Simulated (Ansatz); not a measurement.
# AlGaCl (quartet): wave-function methods side by side, cc-pVTZ

The task here is to estimate one member of a computed series from the others.

Computed with Ansatz 0.2.0, Gaussian basis. Level: cc-pVTZ, core rule «outside noble gas», up to 24 orbitals frozen.

Plan: UHF; CCSD(T) on ROHF; CCSD(T) on UHF; BCCD(T) on ROHF; CCSDT(Q) on ROHF; CCSDT(Q) on UHF.

10 further runs of the same task are left out: 5 for a known fault of the program, 5 set aside as unsound or not needed.

## The geometry

The geometry is a PBE0/def2-TZVP stationary point (not a proven minimum). No spin-orbit coupling is included. The filled d shell of Ga may be among the frozen orbitals whatever the setting's name suggests; the logs give the count.

3 atoms, charge 0, spin multiplicity 4.

Atoms are counted from 1 here; the program's logs count them from 0.

Bond lengths: Cl1–Al2 2.091 Å, Al2–Ga3 2.316 Å. Angles: Cl1–Al2–Ga3 180.0°.

Coordinates:

```xyz
3

Cl    0.0000    0.0000   -2.1660
Al    0.0000    0.0000   -0.0752
Ga    0.0000    0.0000    2.2412
```

Set-up of the first run:

in.yaml reads:

```yaml
crystal:
  periodic: [false, false, false]
  atoms:
    - {symbol: Cl, position_ang: [0.000000, 0.000000, -2.166000]}
    - {symbol: Al, position_ang: [0.000000, 0.000000, -0.075200]}
    - {symbol: Ga, position_ang: [0.000000, 0.000000, 2.241200]}
basis:
  gaussian: {orbitals: cc-pVTZ}
magnetization: {spin_polarized: true, initial_magnetization: 3}
hamiltonian: {xc: hf}
output: {orbitals: {seedname: orbitals}}
```

Command:

```bash
$ ansatz run in.yaml --threads 1 --pin off --events-out ev --progress --plain --max-ram 4096MiB --backend cpu
```

Among the steps run: UHF; CCSD(T) on ROHF; CCSD(T) on UHF; BCCD(T) on ROHF; CCSDT(Q) on ROHF; CCSDT(Q) on UHF.

One of the session's tables, all rows but one given; the rest of the session is left out.

```
   method  from UCCSDT(Q) (meV)
     ROHF               +8948.5
      UHF               +8824.1
     RMP2               +1281.5
     UMP2                     ?
    RCCSD                +489.1
    UCCSD                +467.7
 RCCSD(T)                 +80.7
 UCCSD(T)                 +65.1
  BCCD(T)                 +80.3
   RCCSDT                 +40.6
   UCCSDT                 +23.1
RCCSDT(Q)                 +18.0
UCCSDT(Q)                     0
```

**Question.** Estimate the row for UMP2.

As computed: from UCCSDT(Q) (meV): +1298.8. In the column «from UCCSDT(Q) (meV)» it lies between RMP2 (+1281.5) and UHF (+8824.1).

With the free atoms at the same levels and basis (separate runs), the atomisation energy is 4.364 eV at UCCSDT(Q), 4.331 eV at RCCSD(T), 4.342 eV at UCCSD(T), 3.584 eV at ROHF.

Limits of these values: Restricted and unrestricted rows rest on different reference determinants; where their highest levels disagree by more than a few hundredths of an eV, they describe different states and don't form one ladder.
